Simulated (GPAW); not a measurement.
## ZnBi3 in GPAW: convergence with convergence criteria

The system is ZnBi3.

```
CELL_PARAMETERS angstrom
4.87316 0.00000 0.00000
0.00000 4.87316 0.00000
0.00000 0.00000 4.87316
ATOMIC_POSITIONS crystal
Bi 0.50000 0.50000 0.00000
Bi 0.50000 0.00000 0.50000
Bi 0.00000 0.50000 0.50000
Zn 0.00000 0.00000 0.00000
```

The cell comes from a database or a generator and needn't be the stable form of this composition.

* Program: GPAW 26.7.0
* Task: convergence study
* Functional: r2SCAN
* Potentials or basis: GPAW PAW data sets (gpaw-data 1.2.1)
* Cutoff: 600 eV
* Basis: pw
* k mesh: 4 × 4 × 4
* Occupations: fermi-dirac, width 0.05 eV
* Spin: no spin polarisation

These are the settings of the first run; the series varies convergence criteria, with any setting tied to it.

Hardware: 1 thread of Arm Neoverse V2, on a shared host.

| convergence criteria | energy less the tightest run, at zero smearing (meV/atom) | pressure (GPa) | SCF cycles | CPU time (s) | peak memory (GiB) |
| --- | --- | --- | --- | --- | --- |
| density=0.001 energy=0.01 eigenstates=0.0001 | -0.01 | -0.27 | 11 | 73 | 0.39 |
| default | 0.00 | -0.22 | 13 | 89 | 0.39 |
| density=1e-05 energy=1e-05 | 0.00 | -0.22 | 14 | 92 | 0.39 |
| density=1e-05 forces=0.0001 | 0.00 | -0.22 | 15 | 96 | 0.39 |
| density=1e-06 energy=1e-06 eigenstates=1e-10 | 0.00 | -0.22 | 16 | 110 | 0.39 |

Against the tightest run, the energy stays within 1 meV/atom from density=0.001 energy=0.01 eigenstates=0.0001 on; the pressure stays within 0.1 GPa from density=0.001 energy=0.01 eigenstates=0.0001 on. The tightest run that finished is the yardstick and may itself not be fully converged.

Caveat, for the tightest run too: the PAW data sets were made with another functional, which shifts forces and pressure a little.
